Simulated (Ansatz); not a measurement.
This script drives Ansatz 0.2.0 through its Python package.

`states_fgah2.py`:
```python
import logging
import sys

import ansatz as az
import numpy as np

logging.basicConfig(stream=sys.stdout, format="%(levelname)s:%(name)s:%(message)s")
log = logging.getLogger("run")
log.setLevel(logging.INFO)

GEOMETRY = """
F    -0.48410   -0.55700    1.32410
Ga   -0.07590    0.41170   -0.20220
H    -0.93250   -0.53310   -1.22920
H     1.54800    0.61800    0.08710
"""

system = az.Crystal.molecule()
for line in GEOMETRY.strip().splitlines():
    symbol, *xyz = line.split()
    system = system.atom(symbol, [float(v) for v in xyz])
symbols = [site.symbol for site in system.cartesian_sites]

start = np.array([site.position_ang for site in system.cartesian_sites])
for factor in [1.0, 1.3]:
    xyz = (start - start.mean(axis=0)) * factor
    scaled = az.Crystal.molecule()
    for symbol, place in zip(symbols, xyz):
        scaled = scaled.atom(symbol, place.tolist())
    setup = scaled.calculation()
    setup = setup.basis(gaussian="def2-TZVP")
    setup = setup.functional("pbe")
    setup = setup.accuracy("medium").spin("collinear")
    for search in ("off", "standard"):
        try:
            report = setup.scf(lower_state_search=search).run(threads=1).report
        except az.AnsatzError as error:
            log.info(f"x{factor} search {search}: {type(error).__name__}")
            continue
        state = report["mean_field"]["state"]
        log.info(f"all distances x{factor}, search {search:8s} E = {report['free_energy_ev']:.5f} eV  <S^2> = {abs(state['spin_squared']):.3f}  other states met: {len(report['mean_field']['others'])}")
```

It is started by `python states_fgah2.py`. How long does it take on 1 thread of Arm Neoverse N1, on a shared host, and how much memory does it need?

It took about 18 s, with a peak of 0.23 GiB, for 4 runs of the engine.

```console
$ python states_fgah2.py
INFO:run:all distances x1.0, search off      E = -55117.89002 eV  <S^2> = 0.000  other states met: 0
INFO:run:all distances x1.0, search standard E = -55117.89002 eV  <S^2> = 0.000  other states met: 0
INFO:run:all distances x1.3, search off      E = -55114.39438 eV  <S^2> = 0.000  other states met: 0
INFO:run:all distances x1.3, search standard E = -55114.39438 eV  <S^2> = 0.000  other states met: 6
```

The settings weren't tested for convergence. The count of other states can hold repeated and symmetry-equivalent ends of the search; scaling all distances is a test, and for more than two atoms no physical path. The geometry comes from a force field and isn't relaxed at this level.

(Lines on the test bed's own set-up are left out of the output.)
